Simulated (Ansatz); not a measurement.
# C₆H₅F₃Sn: a ladder of functionals and wavefunction methods

How much do the methods differ for C₆H₅F₃Sn? The plan is to run it at one geometry with functionals of several rungs and with coupled cluster. The yardstick is the atomisation energy at the CCSD(T) limit.

Computed with Ansatz 0.2.0, Gaussian basis. Level: functionals in def2-TZVPP, the program's frozen cores in correlated methods.

The runs, in order: LDA (SPW92), PBE-D4, revPBE-D4, BLYP-D4, r2SCAN-D4, B97M-V, PBE0-D4, B3LYP-D4, r2SCANh-D4, r2SCAN0-D4, HSE06-D4, BHLYP-D4, CAM-B3LYP-D4, LC-ωPBE, ωB97X-V, ωB97M-V, B2PLYP, PBE-QIDH; CCSD(T)/def2-SVP; CCSD(T)/def2-TZVPP; MP2/def2-QZVPP; extrapolation to the limit; RPA on PBE.

1 further run of the same task is left out (it didn't finish).

## Step 1: Structure used throughout

The geometry comes from an earlier relaxation with PBE0-D4 in a triple-zeta def2 set; it is a stationary point, not always the lowest conformer. Sn takes the def2 core potential; no spin-orbit term is included.

SMILES `[F][Sn]([F])([F])[c]1ccccc1`, 15 atoms, charge 0, spin multiplicity 1.

Atoms are counted from 1 here; the program's logs count them from 0.

Bond lengths: F1–Sn2 1.900 Å, Sn2–F3 1.900 Å, Sn2–F4 1.898 Å, Sn2–C5 2.093 Å, C5–C6 1.391 Å, C5–C10 1.391 Å, C6–C7 1.387 Å, C6–H11 1.084 Å, C7–C8 1.387 Å, C7–H12 1.084 Å, C8–C9 1.387 Å, C8–H13 1.084 Å, C9–C10 1.387 Å, C9–H14 1.084 Å, C10–H15 1.084 Å. Angles: F1–Sn2–F3 106.4°, F1–Sn2–F4 103.2°, F1–Sn2–C5 112.9°, F3–Sn2–F4 103.1°, F3–Sn2–C5 113.0°, F4–Sn2–C5 116.9°, Sn2–C5–C6 119.7°, Sn2–C5–C10 119.6°, C6–C5–C10 120.7°, C5–C6–C7 119.4°, C5–C6–H11 120.9°, C7–C6–H11 119.7°, C6–C7–C8 120.1°, C6–C7–H12 119.7°, C8–C7–H12 120.2°, C7–C8–C9 120.3°, C7–C8–H13 119.8°, C9–C8–H13 119.8° and more.

## Step 2: LDA

This LDA is Slater exchange with PW92 correlation.

in.yaml

```yaml
crystal:
  periodic: [false, false, false]
  atoms:
    - {symbol: F, position_ang: [-0.888502, -3.600398, 0.444168]}
    - {symbol: Sn, position_ang: [0.535853, -2.498461, -0.160218]}
    - {symbol: F, position_ang: [2.064938, -2.994152, 0.851877]}
    - {symbol: F, position_ang: [0.917078, -3.191106, -1.885463]}
    - {symbol: C, position_ang: [0.097417, -0.456018, -0.033936]}
    - {symbol: C, position_ang: [1.126756, 0.458547, 0.166305]}
    - {symbol: C, position_ang: [0.829491, 1.810173, 0.251641]}
    - {symbol: C, position_ang: [-0.483898, 2.241653, 0.139266]}
    - {symbol: C, position_ang: [-1.507561, 1.326325, -0.055758]}
    - {symbol: C, position_ang: [-1.222001, -0.027750, -0.142629]}
    - {symbol: H, position_ang: [2.154829, 0.128131, 0.263746]}
    - {symbol: H, position_ang: [1.627359, 2.526441, 0.408514]}
    - {symbol: H, position_ang: [-0.711755, 3.299081, 0.207027]}
    - {symbol: H, position_ang: [-2.533547, 1.665010, -0.138780]}
    - {symbol: H, position_ang: [-2.028456, -0.738075, -0.286462]}
basis:
  gaussian: {orbitals: def2-TZVPP}
hamiltonian: {xc: lda}
output: {orbitals: {seedname: orbitals}}
```

Started as:

```bash
$ ansatz run in.yaml --threads 5 --pin off --events-out ev --progress --plain --max-ram 66560MiB --backend cuda --devices 0, --max-vram 37GiB
```

The runs that follow: PBE-D4 (GGA); revPBE-D4 (GGA); BLYP-D4 (GGA); r2SCAN-D4 (meta-GGA); B97M-V (meta-GGA); B3LYP-D4 (hybrid); r2SCANh-D4 (hybrid); r2SCAN0-D4 (hybrid); HSE06-D4 (hybrid); BHLYP-D4 (hybrid); CAM-B3LYP-D4 (range-separated); LC-ωPBE (range-separated); ωB97X-V (range-separated); ωB97M-V (range-separated); B2PLYP (double hybrid); PBE-QIDH (double hybrid); CCSD(T) in def2-SVP; CCSD(T) in def2-TZVPP; MP2 in def2-QZVPP; RPA on PBE orbitals.

Q: Predict the results of all the runs planned. Wanted: atomisation energy, CCSD(T)/CBS; farthest beyond LDA; mean size of error, GGA; mean size of error, meta-GGA; mean size of error, hybrid; mean size of error, range-separated; mean size of error, double hybrid; gap, smallest and largest; T1 diagnostic.

As calculated:

| quantity | value |
| --- | --- |
| atomisation energy, CCSD(T)/CBS | 6847.8 kJ/mol |
| functionals within 68.5 kJ/mol (1.0 %) | revPBE-D4, BLYP-D4, r2SCAN-D4, B97M-V, PBE0-D4, B3LYP-D4, r2SCANh-D4, HSE06-D4, CAM-B3LYP-D4, LC-ωPBE, ωB97X-V, ωB97M-V, PBE-QIDH |
| farthest beyond LDA | BHLYP-D4 (-292.2 kJ/mol) |
| mean size of error, GGA | 101.5 kJ/mol |
| mean size of error, meta-GGA | 35.6 kJ/mol |
| mean size of error, hybrid | 98.3 kJ/mol |
| mean size of error, range-separated | 8.0 kJ/mol |
| mean size of error, double hybrid | 43.2 kJ/mol |
| gap, smallest and largest | 4.41 eV (BLYP-D4), 11.28 eV (LC-ωPBE) |
| T1 diagnostic | 0.0134 |
| triples share of the correlation energy | 4.1 % |

In words: The LDA atomisation energy is off by 1120.6 kJ/mol (16 %): it overbinds. PBE-D4 is off by +247.5 kJ/mol. Double hybrids carry the basis error of their MP2 part in triple zeta, and no dispersion term here, so their miss is partly the set-up's. The rungs range-separated, meta-GGA, double hybrid miss on average by less than the doubt on the reference (68.5 kJ/mol), so they tie. Misses under about 68.5 kJ/mol are within the doubt on the reference itself, which lacks core-valence correlation, spin-orbit coupling and higher excitations, and its outer-core shells are covered unevenly. All levels share the lack of spin-orbit coupling, which lowers the free heavy atoms and so the true binding. Hartree-Fock recovers 72 % of the binding; the rest is correlation. CCSD(T) in def2-SVP is off by -353.7 kJ/mol, so the small basis spoils what the method gains. Orbital gaps span 4.4 to 11.3 eV; exact exchange widens them. The restricted reference is unstable towards a spin-broken one. Correlated methods include outer-core shells of Sn, which these sets cover unevenly.
